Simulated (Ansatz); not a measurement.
# FH4SiSn+ (SMILES [F][SnH+][SiH3]): functionals against CCSD(T) at one geometry

The task here is to estimate one member of a computed series from the others.

The runs use Ansatz 0.2.0, Gaussian basis; single points in def2-TZVPP.

Correlated methods freeze the cores. Filled d shells of the heavier atoms are correlated. Core potentials replace the inner electrons past krypton, and spin-orbit coupling is left out.

### Starting geometry

SMILES `[F][SnH+][SiH3]`, 7 atoms, charge 1, spin multiplicity 1.

Atoms are counted from 1 here; the program's logs count them from 0.

Bond lengths: F1–Sn2 1.995 Å, Sn2–Si3 2.778 Å, Sn2–H4 1.883 Å, Si3–H5 1.442 Å, Si3–H6 1.453 Å, Si3–H7 1.486 Å. Angles: F1–Sn2–Si3 81.8°, F1–Sn2–H4 98.7°, Si3–Sn2–H4 179.5°, Sn2–Si3–H5 96.0°, Sn2–Si3–H6 99.3°, Sn2–Si3–H7 95.4°, H5–Si3–H6 120.6°, H5–Si3–H7 116.3°, H6–Si3–H7 118.8°.

Geometry (Å):

```xyz
7
FH4SiSn
F    -0.8370   -1.3122    1.3533
Sn   -0.7236   -1.1089   -0.6279
Si    0.7452    1.1378    0.0867
H    -1.7138   -2.6302   -1.1282
H     1.9457    0.7621   -0.6176
H     0.6673    1.0191    1.5331
H    -0.1444    2.1097   -0.6005
```

The first run:

File run/in.yaml:

```yaml
crystal:
  periodic: [false, false, false]
  atoms:
    - {symbol: F, position_ang: [-0.837000, -1.312200, 1.353300]}
    - {symbol: Sn, position_ang: [-0.723600, -1.108900, -0.627900]}
    - {symbol: Si, position_ang: [0.745200, 1.137800, 0.086700]}
    - {symbol: H, position_ang: [-1.713800, -2.630200, -1.128200]}
    - {symbol: H, position_ang: [1.945700, 0.762100, -0.617600]}
    - {symbol: H, position_ang: [0.667300, 1.019100, 1.533100]}
    - {symbol: H, position_ang: [-0.144400, 2.109700, -0.600500]}
basis:
  gaussian: {orbitals: def2-TZVPP}
total_charge: 1
correlation: {method: ccsd_t}
output: {forces: true}
```

No record of the launch command was kept for these runs.

Steps of the session up to this table: CCSD(T)/def2-TZVPP; PBE0-D4/def2-TZVPP; wB97M-V/def2-TZVPP; r2SCAN-D4/def2-TZVPP; PBE-D4/def2-TZVPP; r2SCANh-D4/def2-TZVPP; wB97X-V/def2-TZVPP.

One of the session's tables, all rows but one given; the rest of the session is left out.

| method | RMS force component (eV/Å) | angle to CCSD(T) forces (°) |
| --- | --- | --- |
| CCSD(T) | 0.842 | reference |
| PBE0-D4 | ? | ? |
| wB97M-V | 0.844 | 5.4 |
| r2SCAN-D4 | 0.785 | 4.0 |
| PBE-D4 | 0.651 | 13.9 |
| r2SCANh-D4 | 0.832 | 2.2 |
| wB97X-V | 0.877 | 3.9 |

**Question.** Estimate the row for PBE0-D4.

**Answer.** RMS force component (eV/Å): 0.815; angle to CCSD(T) forces (°): 3.8. In the column «RMS force component (eV/Å)» it lies between r2SCAN-D4 (0.785) and r2SCANh-D4 (0.832).
